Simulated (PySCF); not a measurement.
# [W2Cl]+: structure of the triplet

Where does triplet [W2Cl]+ go from a PBE0 minimum start, is the end point a minimum, and what are its modes, charges and moments?

Program: PySCF 2.14.0. Level of theory: PBE0, basis Cl def2-SVP, W def2-SVP with ECP60, scalar-relativistic core potentials, no spin–orbit coupling, density fitting. These are calculated values, not measurements.

### Step 1. The system as given

3 atoms, charge 1, spin multiplicity 3.

Bond lengths: Cl1–W2 2.375 Å, Cl1–W3 2.375 Å, W2–W3 2.136 Å. Angles: W2–Cl1–W3 53.4°, Cl1–W2–W3 63.3°, Cl1–W3–W2 63.3°.

Coordinates in bohr (charge 1 multiplicity 3):
```
Cl    0.0000    0.0000   -3.6616
W     2.0185    0.0000    0.3479
W    -2.0185    0.0000    0.3479
```

### Step 2. Finding the electronic state

The steps below are one call of a driver around PySCF. For each, scf.py gives the equivalent set-up of the SCF; relaxations use the driver's own optimiser. After this first run the driver tries any further starts and a stability analysis.

Input file scf.py:

```python
from pyscf import gto, scf, dft
mol = gto.M(atom='''
Cl     0.000000    -0.000000    -1.937634
W      1.068154    -0.000000     0.184101
W     -1.068154     0.000000     0.184101''',
    basis={'Cl': 'def2-SVP', 'W': 'def2-SVP'},
    ecp={'W': 'def2-SVP'},
    charge=1, spin=2)
mf = dft.UKS(mol, xc='PBE0')
mf.grids.atom_grid = (50, 194)
aux = {'Cl': 'def2-universal-JKFIT', 'W': 'def2-universal-JKFIT'}
mf = mf.density_fit(auxbasis=aux)
mf.conv_tol = 1e-08
mf.diis_space = 10
mf.max_cycle = 60
mf.init_guess = 'minao'
mf.verbose = 4
mf.kernel()
```

Started as:

```console
$ OMP_NUM_THREADS=2 python axn.py task.json out
```

The runs that follow: Relaxing the triplet from the PBE0 minimum start; Is it a minimum? Harmonic modes.

Before running it: what results should come out? Wanted: minimum; geometry; wavenumbers; dipole moment; highest occupied, lowest empty level; polar-tensor charge of Cl1; zero-point energy; ⟨S²⟩.

**Answer**, as computed:

| quantity | value |
| --- | --- |
| minimum | triplet, C2v |
| geometry | Cl–W 2.376 Å (×2), W–W 2.182 Å; Cl–W–W 62.7° (×2), W–Cl–W 54.7° |
| wavenumbers (cm⁻¹) | 219, 286, 388 |
| dipole moment (centre of mass) | 1.87 D |
| highest occupied, lowest empty level (either spin) | -10.64, -7.55 eV |
| polar-tensor charge of Cl1 | -0.25 e |
| zero-point energy | 5.3 kJ/mol |
| entropy at 298.15 K | 326.6 J/(mol K) |
| ⟨S²⟩ | 2.669 |

The PBE0 minimum start keeps its C2v symmetry and ends in a minimum. The determinant is spin-contaminated (⟨S²⟩ = 2.67 against 2.00), so it is no pure spin state. In the infrared the band at 388 cm⁻¹ leads. The first SCF alone would have been 12 kJ/mol too high. Other starts or spin states, not run here, may lie lower. The SCF density has lower symmetry than the nuclear frame. Open d and f shells are described by one determinant, and the ground state may have another occupation or spin. With an element this heavy the missing spin–orbit coupling can shift these numbers.
